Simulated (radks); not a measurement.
# Nuclear size and the levels of Ir

Aim: how the total energy, the levels and the density at the nucleus of Ir respond when the nuclear radius is scaled.

Program: radks (a radial shooting solver on a logarithmic mesh, Libxc functionals) version 1. Level of theory: Dirac Kohn-Sham, exchange-only LDA, spin-unpolarised, spherical densities, finite nucleus; open shells are shared between the two j in proportion to 2j + 1. These are calculated values, not measurements, unless marked.

### 1 The atom as given

- element: iridium (Z = 77)
- charge: 0
- electrons: 77
- configuration: [Xe] 4f14 5d7 6s2
- nuclear rms radius: 5.4032 fm

The outer shells:

Ir
```
[Xe] core
4f [↑↓][↑↓][↑↓][↑↓][↑↓][↑↓][↑↓]
5d [↑↓][↑↓][↑ ][↑ ][↑ ]
6s [↑↓]
```

In the logs a row gives level, spin channel, occupation and eigenvalue; Etot, Ekin, Encl (electron-nucleus), Eh (Hartree) and Exc are energies, all in hartree; err is the last residual, it the number of iterations.

### 2 rms radius 5.4032 fm

Input:

```text
Z 77
configuration [Xe] 4f14 5d7 6s2 6p0 7s0
relativity Dirac
functional lda,
spin unpolarised
j_filling average
nucleus finite rms 5.4032 fm
c 137.035999084
```

Launch:

```bash
python run_ks.py task.json out
```

The same process makes all the runs of this session.

The log of the run:

```text
1s1/2   1   2.0000       -2789.94293184
2s1/2   1   2.0000        -487.71696852
2p1/2   1   2.0000        -467.48312951
2p3/2   1   4.0000        -407.74144063
3s1/2   1   2.0000        -114.00192511
3p1/2   1   2.0000        -104.88161312
3p3/2   1   4.0000         -91.80488993
3d3/2   1   4.0000         -76.46379168
3d5/2   1   6.0000         -73.63529411
4s1/2   1   2.0000         -24.24669268
4p1/2   1   2.0000         -20.39388901
4p3/2   1   4.0000         -17.29223999
4d3/2   1   4.0000         -10.95010094
4d5/2   1   6.0000         -10.37433957
4f5/2   1   6.0000          -2.29911310
4f7/2   1   8.0000          -2.18444499
5s1/2   1   2.0000          -3.55095035
5p1/2   1   2.0000          -2.33523073
5p3/2   1   4.0000          -1.83107643
5d3/2   1   2.8000          -0.25265752
5d5/2   1   4.2000          -0.20777710
6s1/2   1   2.0000          -0.20383975
6p1/2   1   0.0000          -0.03760239
6p3/2   1   0.0000          -0.01871837
7s1/2   1   0.0000           0.00004870
Etot -17836.45606529577
Ekin 20315.453709384215
Encl -44777.227982359
Eh 6955.890025266526
Exc -330.571817587512
err 1.00143615538965e-08
it 15
```

Run time: 0.17 s. Hardware: 1 thread of Arm Neoverse V2, shared host; peak memory 0.24 GiB.

Highest occupied level: 6s1/2 at -5.547 eV.

Sizes of the orbitals, from the radial functions (bohr):

| level | occupation | energy (eV) | <r> | outermost maximum (interpolated) | 90 % within | nodes |
| --- | --- | --- | --- | --- | --- | --- |
| 4f5/2 | 6 | -62.562 | 0.5318 | 0.392 | 0.863 | 0 |
| 4f7/2 | 8 | -59.442 | 0.5395 | 0.397 | 0.876 | 0 |
| 5p3/2 | 4 | -49.826 | 1.165 | 1.03 | 1.70 | 3 |
| 5d3/2 | 2.8 | -6.875 | 1.687 | 1.28 | 2.67 | 2 |
| 5d5/2 | 4.2 | -5.654 | 1.772 | 1.32 | 2.82 | 2 |
| 6s1/2 | 2 | -5.547 | 2.934 | 2.41 | 4.41 | 5 |
| 6p1/2 | 0 | -1.023 | 4.410 | 3.23 | 7.06 | 4 |
| 6p3/2 | 0 | -0.509 | 5.350 | 3.78 | 8.74 | 4 |

The radial density on a logarithmic grid:

| r (bohr) | 4πr²ρ (e/bohr) |
| --- | --- |
| 0.000904 | 8.074 |
| 0.00147 | 16.62 |
| 0.00240 | 32.34 |
| 0.00394 | 57.97 |
| 0.00642 | 88.98 |
| 0.0105 | 109.6 |
| 0.0172 | 103.7 |
| 0.0280 | 101.7 |
| 0.0456 | 137.1 |
| 0.0743 | 124.5 |
| 0.122 | 122.2 |
| 0.199 | 104.9 |
| 0.324 | 76.27 |
| 0.531 | 59.81 |
| 0.866 | 21.68 |
| 1.41 | 10.04 |
| 2.30 | 3.011 |
| 3.77 | 0.6403 |
| 6.15 | 0.03979 |

### 3 rms radius 4.8197 fm

Input: that of step 2 with these lines changed.

```diff
@@ -6,3 +6,3 @@
 j_filling average
-nucleus finite rms 5.4032 fm
+nucleus finite rms 4.8197 fm
 c 137.035999084
```

The log of the run:

```text
1s1/2   1   2.0000       -2790.18226881
2s1/2   1   2.0000        -487.75163092
2p1/2   1   2.0000        -467.48380525
2p3/2   1   4.0000        -407.74002513
3s1/2   1   2.0000        -114.00970770
3p1/2   1   2.0000        -104.88175505
3p3/2   1   4.0000         -91.80449127
3d3/2   1   4.0000         -76.46342731
3d5/2   1   6.0000         -73.63494916
4s1/2   1   2.0000         -24.24863098
4p1/2   1   2.0000         -20.39390300
4p3/2   1   4.0000         -17.29212134
4d3/2   1   4.0000         -10.95000187
4d5/2   1   6.0000         -10.37424516
4f5/2   1   6.0000          -2.29904800
4f7/2   1   8.0000          -2.18438121
5s1/2   1   2.0000          -3.55130548
5p1/2   1   2.0000          -2.33521536
5p3/2   1   4.0000          -1.83104089
5d3/2   1   2.8000          -0.25263475
5d5/2   1   4.2000          -0.20775551
6s1/2   1   2.0000          -0.20386321
6p1/2   1   0.0000          -0.03759539
6p3/2   1   0.0000          -0.01871200
7s1/2   1   0.0000           0.00004870
Etot -17837.05012473232
Ekin 20319.155828599778
Encl -44781.557218765905
Eh 6955.929967979006
Exc -330.5787025451958
err 1.0019594820864238e-08
it 15
```

It took 0.17 s on 1 thread of Arm Neoverse V2, shared host; peak memory 0.24 GiB.

Energy against step 2 (rms radius 5.4032 fm): -16.165 eV. Highest occupied level: 6s1/2 at -5.547 eV.

### 4 rms radius 5.0574 fm

Input: that of step 3 with these lines changed.

```diff
@@ -6,3 +6,3 @@
 j_filling average
-nucleus finite rms 4.8197 fm
+nucleus finite rms 5.0574 fm
 c 137.035999084
```

The log of the run:

```text
1s1/2   1   2.0000       -2790.08684495
2s1/2   1   2.0000        -487.73780986
2p1/2   1   2.0000        -467.48353643
2p3/2   1   4.0000        -407.74058951
3s1/2   1   2.0000        -114.00660449
3p1/2   1   2.0000        -104.88169861
3p3/2   1   4.0000         -91.80465022
3d3/2   1   4.0000         -76.46357258
3d5/2   1   6.0000         -73.63508669
4s1/2   1   2.0000         -24.24785810
4p1/2   1   2.0000         -20.39389746
4p3/2   1   4.0000         -17.29216865
4d3/2   1   4.0000         -10.95004137
4d5/2   1   6.0000         -10.37428280
4f5/2   1   6.0000          -2.29907396
4f7/2   1   8.0000          -2.18440664
5s1/2   1   2.0000          -3.55116388
5p1/2   1   2.0000          -2.33522150
5p3/2   1   4.0000          -1.83105507
5d3/2   1   2.8000          -0.25264383
5d5/2   1   4.2000          -0.20776412
6s1/2   1   2.0000          -0.20385385
6p1/2   1   0.0000          -0.03759818
6p3/2   1   0.0000          -0.01871454
7s1/2   1   0.0000           0.00004870
Etot -17836.813270465762
Ekin 20317.6731285669
Encl -44779.82448394962
Eh 6955.914041562281
Exc -330.5759566453279
err 1.0017555101308179e-08
it 15
```

It took 0.17 s on 1 thread of Arm Neoverse V2, shared host; peak memory 0.24 GiB.

E − E(step 2, rms radius 5.4032 fm) = -9.720 eV. 6s1/2 is the highest filled level (-5.547 eV).

### 5 rms radius 5.6517 fm

Input: that of step 4 with these lines changed.

```diff
@@ -6,3 +6,3 @@
 j_filling average
-nucleus finite rms 5.0574 fm
+nucleus finite rms 5.6517 fm
 c 137.035999084
```

The log of the run:

```text
1s1/2   1   2.0000       -2789.83586464
2s1/2   1   2.0000        -487.70146532
2p1/2   1   2.0000        -467.48282564
2p3/2   1   4.0000        -407.74207380
3s1/2   1   2.0000        -113.99844433
3p1/2   1   2.0000        -104.88154923
3p3/2   1   4.0000         -91.80506826
3d3/2   1   4.0000         -76.46395467
3d5/2   1   6.0000         -73.63544842
4s1/2   1   2.0000         -24.24582578
4p1/2   1   2.0000         -20.39388265
4p3/2   1   4.0000         -17.29229306
4d3/2   1   4.0000         -10.95014526
4d5/2   1   6.0000         -10.37438180
4f5/2   1   6.0000          -2.29914222
4f7/2   1   8.0000          -2.18447352
5s1/2   1   2.0000          -3.55079152
5p1/2   1   2.0000          -2.33523759
5p3/2   1   4.0000          -1.83109233
5d3/2   1   2.8000          -0.25266770
5d5/2   1   4.2000          -0.20778675
6s1/2   1   2.0000          -0.20382926
6p1/2   1   0.0000          -0.03760552
6p3/2   1   0.0000          -0.01872122
7s1/2   1   0.0000           0.00004870
Etot -17836.19031917063
Ekin 20313.814509113006
Encl -44775.30824855405
Eh 6955.872160140841
Exc -330.5687398704249
err 1.0012954445714749e-08
it 15
```

Wall time 0.17 s (1 thread of Arm Neoverse V2, shared host); peak memory 0.24 GiB.

E − E(step 2, rms radius 5.4032 fm) = +7.231 eV. Highest occupied level: 6s1/2 at -5.546 eV.

### 6 rms radius 6.2569 fm

Input: that of step 5 with these lines changed.

```diff
@@ -6,3 +6,3 @@
 j_filling average
-nucleus finite rms 5.6517 fm
+nucleus finite rms 6.2569 fm
 c 137.035999084
```

The log of the run:

```text
1s1/2   1   2.0000       -2789.56272158
2s1/2   1   2.0000        -487.66192246
2p1/2   1   2.0000        -467.48204624
2p3/2   1   4.0000        -407.74368902
3s1/2   1   2.0000        -113.98956640
3p1/2   1   2.0000        -104.88138520
3p3/2   1   4.0000         -91.80552317
3d3/2   1   4.0000         -76.46437046
3d5/2   1   6.0000         -73.63584205
4s1/2   1   2.0000         -24.24361475
4p1/2   1   2.0000         -20.39386617
4p3/2   1   4.0000         -17.29242845
4d3/2   1   4.0000         -10.95025832
4d5/2   1   6.0000         -10.37448954
4f5/2   1   6.0000          -2.29921650
4f7/2   1   8.0000          -2.18454630
5s1/2   1   2.0000          -3.55038643
5p1/2   1   2.0000          -2.33525504
5p3/2   1   4.0000          -1.83113288
5d3/2   1   2.8000          -0.25269369
5d5/2   1   4.2000          -0.20781138
6s1/2   1   2.0000          -0.20380251
6p1/2   1   0.0000          -0.03761351
6p3/2   1   0.0000          -0.01872849
7s1/2   1   0.0000           0.00004869
Etot -17835.512380148713
Ekin 20309.67404443527
Encl -44770.4521226886
Eh 6955.826592259363
Exc -330.5608941547456
err 1.0009366339363497e-08
it 15
```

It took 0.17 s on 1 thread of Arm Neoverse V2, shared host; peak memory 0.24 GiB.

E − E(step 2, rms radius 5.4032 fm) = +25.679 eV. The top filled level is 6s1/2, -5.546 eV.

### 7 Summary of results

| rms radius (fm) | total energy shift (eV) | density at nucleus (e/bohr³) | 1s1/2 shift (meV) | 2s1/2 shift (meV) | 5p1/2 shift (meV) | 6s1/2 shift (meV) | 6p1/2 shift (meV) |
| --- | --- | --- | --- | --- | --- | --- | --- |
| 4.8197 | -16.2 | 1.893e+06 | -6513 | -943 | 0.418 | -0.638 | 0.191 |
| 5.0574 | -9.72 | 1.859e+06 | -3916 | -567 | 0.251 | -0.384 | 0.115 |
| 5.4032 | 0 | 1.813e+06 | 0 | 0 | 0 | 0 | 0 |
| 5.6517 | 7.23 | 1.783e+06 | 2913 | 422 | -0.187 | 0.285 | -0.0852 |
| 6.2569 | 25.7 | 1.715e+06 | 10346 | 1498 | -0.661 | 1.01 | -0.303 |

Shifts are against the first run. Over the range the 1s1/2 level moves by 16.9 eV and the 6p1/2 level by -0.493 meV. A larger nucleus binds the 1s electrons less and lowers the density at its centre. These are shifts of eigenvalues, not the field shifts of spectral lines.
